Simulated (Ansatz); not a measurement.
# AsPH2 (triplet): from a generated start to a stationary point

Aim: relax a generated start of AsPH2 (triplet) and see which bonds hold.

The runs use Ansatz 0.2.0, Gaussian basis; UKS PBE0/def2-TZVP.

### Step 1. The system as given

4 atoms, charge 0, spin multiplicity 3.

Atoms are counted from 1 here; the program's logs count them from 0.

Bond lengths: P1–As2 2.177 Å, As2–H3 1.467 Å, As2–H4 1.467 Å. Angles: P1–As2–H3 128.2°, P1–As2–H4 128.2°, H3–As2–H4 103.6°.

The start was built by rule and, where that kept it together, relaxed with GFN2-xTB. Sticks and bond lists go by distance. No spin-orbit coupling is included. 

### Step 2. Relaxation

Input file in.yaml:

```yaml
crystal:
  periodic: [false, false, false]
  atoms:
    - {symbol: P, position_ang: [-1.568828, 0.000916, 0.001251]}
    - {symbol: As, position_ang: [0.607817, -0.000355, -0.000485]}
    - {symbol: H, position_ang: [1.515573, 1.151747, -0.004104]}
    - {symbol: H, position_ang: [1.514231, -1.153516, 0.001687]}
basis:
  gaussian: {orbitals: def2-TZVP}
magnetization: {spin_polarized: true, initial_magnetization: 2}
hamiltonian: {xc: pbe0}
relax: {f_tol: 0.004, max_steps: 80}
```

Command:

```console
$ ansatz run in.yaml --threads 1 --pin off --events-out ev --progress --plain --max-ram 2176MiB
```

Before running it: what results should come out? Wanted: energy gained; shift from the start; total energy; dipole moment; ⟨S²⟩.

As calculated:

| quantity | value |
| --- | --- |
| steps | 4 |
| energy gained | 0.038 eV |
| shift from the start (rms) | 0.057 Å |
| total energy | -70149.2319 eV |
| dipole moment | 1.43 D |
| ⟨S²⟩ | 2.009 |

In words: The bonds of the start are those of the end. As2–H3 went from 1.467 to 1.487 Å. No vibrations were run, so this is a stationary point, not a proven minimum, and this spin need not be the ground state's.
